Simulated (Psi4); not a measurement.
**One shape, several levels: triplet AlClF2**

We compute a comparison of 6 runs (U-r2SCAN/def2-SVPD, U-revPBE/def2-SVPD, UB3LYP/def2-SVPD, UBLYP/def2-SVPD, UPBE0/def2-SVPD, UTPSS/def2-SVPD) of triplet AlClF2. 

The results are computed with Psi4 1.11.

1 further run of the same task is left out (set aside as unsound or not needed).

### 1 The molecule

AlClF2 has 4 atoms, charge 0, and is taken as a triplet. As SMILES of the parent species, `[F][Al]([F])[Cl]`. The coordinates come from a PBE0-D4/def2-TZVP relaxation. That shape belongs to the parent species and isn't relaxed for this state.

Bond lengths: F1–Al2 1.631 Å, Al2–F3 1.631 Å, Al2–Cl4 2.061 Å. Angles: F1–Al2–F3 119.0°, F1–Al2–Cl4 120.5°, F3–Al2–Cl4 120.5°.

### 2 A single-point energy at U-r2SCAN/def2-SVPD (run 1)

alclf2.json

```json
{
 "schema_name": "qcschema_input",
 "schema_version": 1,
 "molecule": {
  "schema_name": "qcschema_molecule",
  "schema_version": 2,
  "symbols": ["F", "Al", "F", "Cl"],
  "geometry": [1.88443489, 1.36392873, 2.17250474, 0.13092023, -0.0959036, 0.10123263, 0.5168212, -3.12526686, -0.3111623, -2.53219521, 1.85724173, -1.96259396],
  "molecular_charge": 0,
  "molecular_multiplicity": 3,
  "fix_symmetry": "c1",
  "fix_com": true,
  "fix_orientation": true
 },
 "driver": "energy",
 "model": {
  "method": "r2scan",
  "basis": "def2-SVPD"
 },
 "keywords": {
  "reference": "uks",
  "puream": true,
  "e_convergence": 1e-09,
  "d_convergence": 1e-08,
  "scf_type": "pk",
  "dft_radial_points": 99,
  "dft_spherical_points": 590,
  "maxiter": 100
 }
}
```

Started as:

```console
$ psi4 --qcschema alclf2.json -n 1 --memory 2200MB
```

stdout:

```text
[...]
  Running in c1 symmetry.
[...]
  Nuclear repulsion =  198.347935375407332
[...]
  Multiplicity = 3
[...]
  Nalpha       = 25
  Nbeta        = 23
[...]
    Number of basis functions: 97
[...]
   @UKS iter   1:  -901.54274232719035   -2.23606e-02   7.84690e-03 ADIIS/DIIS
[...]
   @UKS iter  15:  -901.78749583332979   -1.53477e-11   9.80554e-09 DIIS
[...]
   @S^2 Observed:                2.005282496E+00
[...]
    Orbital Energies [Eh]
    ---------------------
    Alpha Occupied:
       1A   -101.297655     2A    -55.815226     3A    -24.518973
       4A    -24.518967     5A     -9.495832     6A     -7.250936
       7A     -7.238992     8A     -7.235372     9A     -4.128131
      10A     -2.669777    11A     -2.668222    12A     -2.668076
      13A     -1.140781    14A     -1.133060    15A     -0.904019
      16A     -0.497811    17A     -0.461449    18A     -0.457008
      19A     -0.440591    20A     -0.428406    21A     -0.424584
      22A     -0.412871    23A     -0.406946    24A     -0.404320
      25A     -0.115848
    Alpha Virtual:
[...]
  @UKS Final Energy:  -901.78749583332979
   => Energetics <=
    Nuclear Repulsion Energy =            198.3479353754073315
    One-Electron Energy =               -1644.4775292310241639
    Two-Electron Energy =                 612.0332026605915416
    DFT Exchange-Correlation Energy =     -67.6911046383044948
    Empirical Dispersion Energy =           0.0000000000000000
    VV10 Nonlocal Energy =                  0.0000000000000000
    Total Energy =                       -901.7874958333297855
[...]
 Multipole Moments:
 ------------------------------------------------------------------------------------
     Multipole            Electronic (a.u.)      Nuclear  (a.u.)        Total (a.u.)
 ------------------------------------------------------------------------------------
 L = 1.  Multiply by 2.5417464519 to convert [e a0] to [Debye]
 Dipole X            :         18.8857951          -19.7340508           -0.8482557
 Dipole Y            :        -13.8527878           14.4743194            0.6215316
 Dipole Z            :         14.6396756          -15.2959912           -0.6563155
 Magnitude           :                                                    1.2395924
[...]
```

The result, in JSON:

```text
{
 "driver": "energy",
 "model": {
  "method": "r2scan",
  "basis": "def2-SVPD"
 },
 "success": true,
 "return_result": -901.7874958333298,
 "properties": {
  "calcinfo_nbasis": 97,
  "calcinfo_nmo": 97,
  "calcinfo_nalpha": 25,
  "calcinfo_nbeta": 23,
  "calcinfo_natom": 4,
  "nuclear_repulsion_energy": 198.34793537540733,
  "return_energy": -901.7874958333298,
  "scf_one_electron_energy": -1644.4775292310242,
  "scf_two_electron_energy": 612.0332026605915,
  "scf_xc_energy": -67.6911046383045,
  "scf_dipole_moment": [-0.8482556738625426, 0.6215316073874, -0.6563155423237426],
  "scf_total_energy": -901.7874958333298,
  "scf_iterations": 15
 }
}
```

Wall time 59 s (1 thread of Intel Xeon Platinum 8259CL at 2.50GHz (Skylake/Cascade Lake), shared host); peak memory 1 GiB.

### 3 Energy and gradient at U-revPBE/def2-SVPD (run 2)

run.py

```python
import psi4

psi4.set_memory('2200 MB')
psi4.set_num_threads(1)
psi4.core.set_output_file('psi4.out', False)

geom = psi4.geometry("""
0 3
F      0.997200     0.721760     1.149640
Al     0.069280    -0.050750     0.053570
F      0.273490    -1.653820    -0.164660
Cl    -1.339980     0.982810    -1.038560
units angstrom
symmetry c1
""")

psi4.set_options({
    'reference': 'uks',
    'puream': True,
    'e_convergence': 1e-09,
    'd_convergence': 1e-08,
    'scf_type': 'pk',
    'dft_radial_points': 99,
    'dft_spherical_points': 590,
    'maxiter': 100,
})

e, wfn = psi4.gradient('revpbe/def2-SVPD', return_wfn=True)
psi4.oeprop(wfn, 'MAYER_INDICES', 'DIPOLE', 'LOWDIN_CHARGES')
print('gradient / Eh bohr^-1')
print(e.np.round(6))
print(f'energy = {wfn.energy():.10f} Eh')
```

Started as:

```console
$ python run.py
```

psi4.out:

```text
[...]
  Running in c1 symmetry.
[...]
  Nuclear repulsion =  198.347935170660406
[...]
  Multiplicity = 3
[...]
  Nalpha       = 25
  Nbeta        = 23
[...]
    Number of basis functions: 97
[...]
   @UKS iter   1:  -901.45881192082379    4.23443e-02   8.11237e-03 ADIIS/DIIS
[...]
   @UKS iter  16:  -901.72624181822061   -1.36424e-12   3.87181e-09 DIIS
[...]
   @S^2 Observed:                2.002993032E+00
[...]
  @UKS Final Energy:  -901.72624181822061
   => Energetics <=
    Nuclear Repulsion Energy =            198.3479351706604064
    One-Electron Energy =               -1644.3299596829947404
    Two-Electron Energy =                 611.8458916899071482
    DFT Exchange-Correlation Energy =     -67.5901089957933436
    Empirical Dispersion Energy =           0.0000000000000000
    VV10 Nonlocal Energy =                  0.0000000000000000
    Total Energy =                       -901.7262418182206147
[...]
  -Total Gradient:
     Atom            X                  Y                   Z
    ------   -----------------  -----------------  -----------------
       1       -0.036437898650    -0.034438956762    -0.044127680141
       2       -0.014521846775     0.010607283059    -0.011180475624
       3       -0.005970242230     0.065576135700     0.011204656177
       4        0.056880954932    -0.041708045546     0.044064674255
[...]
 Multipole Moments:
 ------------------------------------------------------------------------------------
     Multipole            Electronic (a.u.)      Nuclear  (a.u.)        Total (a.u.)
 ------------------------------------------------------------------------------------
 L = 1.  Multiply by 2.5417464519 to convert [e a0] to [Debye]
 Dipole X            :          0.1170709           -0.8142203           -0.6971493
 Dipole Y            :         -0.0863240            0.5972125            0.5108885
 Dipole Z            :          0.0915690           -0.6311056           -0.5395366
 Magnitude           :                                                    1.0188837
[...]
```

Standard output:

```text
gradient / Eh bohr^-1
[[-0.036438 -0.034439 -0.044128]
 [-0.014522  0.010607 -0.01118 ]
 [-0.00597   0.065576  0.011205]
 [ 0.056881 -0.041708  0.044065]]
energy = -901.7262418182 Eh
```

Wall time 38 s (1 thread of Intel Xeon Platinum 8259CL at 2.50GHz (Skylake/Cascade Lake), shared host); peak memory 0.9 GiB.

Runs 3 to 5 aren't shown in full; the table further down has their settings and results.

### 4 Energy and forces at UTPSS/def2-SVPD (run 6)

alclf2_ase.py

```python
import numpy as np
from ase.calculators.psi4 import Psi4
from ase import Atoms

mol = Atoms(['F', 'Al', 'F', 'Cl'], positions=[
    [0.997200, 0.721760, 1.149640],
    [0.069280, -0.050750, 0.053570],
    [0.273490, -1.653820, -0.164660],
    [-1.339980, 0.982810, -1.038560],
])
calc = Psi4(atoms=mol, method='tpss', basis='def2-SVPD', memory='2200MB', num_threads=1, charge=0, multiplicity=3, label='psi4-calc', reference='uks')
calc.psi4.set_options({'puream': True, 'e_convergence': 1e-09, 'd_convergence': 1e-08, 'scf_type': 'pk', 'dft_radial_points': 99, 'dft_spherical_points': 590, 'maxiter': 100})
mol.calc = calc

forces = mol.get_forces()
print(f'energy: {mol.get_potential_energy():.6f} eV')
print('forces / eV A^-1')
print(np.round(forces, 5))
```

Started as:

```console
$ python alclf2_ase.py
```

psi4-calc.dat:

```text
[...]
  Running in c1 symmetry.
[...]
  Nuclear repulsion =  198.347935170660406
[...]
  Multiplicity = 3
[...]
  Nalpha       = 25
  Nbeta        = 23
[...]
    Number of basis functions: 97
[...]
   @UKS iter   1:  -901.71646778282241    2.16246e-02   8.04949e-03 DIIS/ADIIS
[...]
   @UKS iter  16:  -901.97819551721852   -3.41061e-13   3.23689e-09 DIIS
[...]
   @S^2 Observed:                2.003571226E+00
[...]
  @UKS Final Energy:  -901.97819551721852
   => Energetics <=
    Nuclear Repulsion Energy =            198.3479351706604064
    One-Electron Energy =               -1644.4742471617485080
    Two-Electron Energy =                 612.0097267313747125
    DFT Exchange-Correlation Energy =     -67.8616102575050633
    Empirical Dispersion Energy =           0.0000000000000000
    VV10 Nonlocal Energy =                  0.0000000000000000
    Total Energy =                       -901.9781955172185235
[...]
 Multipole Moments:
 ------------------------------------------------------------------------------------
     Multipole            Electronic (a.u.)      Nuclear  (a.u.)        Total (a.u.)
 ------------------------------------------------------------------------------------
 L = 1.  Multiply by 2.5417464519 to convert [e a0] to [Debye]
 Dipole X            :          0.0927740           -0.8142203           -0.7214463
 Dipole Y            :         -0.0686025            0.5972125            0.5286100
 Dipole Z            :          0.0729165           -0.6311056           -0.5581890
 Magnitude           :                                                    1.0542714
[...]
  -Total Gradient:
     Atom            X                  Y                   Z
    ------   -----------------  -----------------  -----------------
       1       -0.032571369727    -0.031553767002    -0.039651623562
       2       -0.018202242521     0.013301091989    -0.014022780826
       3       -0.004951981198     0.059111748255     0.010508056649
       4        0.055680616171    -0.040825821517     0.043131013898
[...]
```

Standard output:

```text
energy: -24544.076864 eV
forces / eV A^-1
[[ 1.67489  1.62256  2.03897]
 [ 0.936   -0.68397  0.72108]
 [ 0.25464 -3.03965 -0.54035]
 [-2.86321  2.09935 -2.21789]]
```

Wall time 82 s (1 thread of Intel Xeon Platinum 8259CL at 2.50GHz (Skylake/Cascade Lake), shared host); peak memory 1 GiB.

### 5 Overview of the runs

| run | level | task | energy (Eh) | dipole moment (D) | HOMO energy (eV) | ⟨S²⟩ | wall time |
| --- | --- | --- | --- | --- | --- | --- | --- |
| 1 | U-r2SCAN/def2-SVPD | energy | -901.787496 | 3.15 | -3.15 | 2.005 | 59 s |
| 2 | U-revPBE/def2-SVPD | gradient | -901.726242 | 2.59 | -3.10 | 2.003 | 38 s |
| 3 | UB3LYP/def2-SVPD | gradient | -901.956410 | 3.80 | -3.66 | 2.004 | 33 s |
| 4 | UBLYP/def2-SVPD | gradient | -901.927773 | 2.68 | -3.00 | 2.002 | 36 s |
| 5 | UPBE0/def2-SVPD | energy | -901.461782 | 4.19 | -3.81 | 2.005 | 24 s |
| 6 | UTPSS/def2-SVPD | gradient | -901.978196 | 2.68 | -3.08 | 2.004 | 82 s |

### 6 Results

```
                                 quantity          value
                      run 6: total energy  -901.97820 Eh
                     run 6: dipole moment         2.68 D
run 6: HOMO energy (highest over α and β)       -3.08 eV
                              run 6: ⟨S²⟩          2.004
          run 6: largest force on an atom     4.186 eV/Å
```

In words: The dipole moment (its size) runs from 2.59 D (U-revPBE/def2-SVPD) to 4.19 D (UPBE0/def2-SVPD). Totals of different functionals can't be ranked against each other. All runs together took 4.5 min, the longest 82 s.
